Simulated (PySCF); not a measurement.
# H3MnO3 (Mn(OH)3): the cost of one run

Computed with PySCF 2.14.0 and routines of our own; the level stands in each step. Atoms count from 0.

## (1) The starting structure

7 atoms, charge 0, states of the metal's open shell are computed; geometry from: model start, shaken.

## (2) Relaxing the molecule at PBE0-D3(BJ)/def2-TZVP

The job: settings as JSON, then the geometry in Å.

```
{"job": {"xc": "PBE0", "basis": "def2-TZVP", "d3": "d3bj", "grid": 1, "maxiter": 45, "kind": "geom"}, "charge": 0, "metal": "Mn", "open_shell": "d4"}
Mn     0.000020     0.004480    -0.004110
O      1.781640    -0.006820    -0.014870
H      2.335900     0.820100    -0.007380
O     -0.906810     1.561860     0.005350
H     -1.858740     1.608210    -0.000440
O     -0.887070    -1.574680    -0.006860
H     -0.503200    -2.441510    -0.027630
```

The run is started by

```sh
OMP_NUM_THREADS=1 python lf_run.py task.json out
```

This one command runs all jobs of the session in turn.

Q: Estimate the wall time and peak memory of this first job on 1 thread of Arm Neoverse V1, shared host.

About 2 min, with a peak of 0.52 GiB.
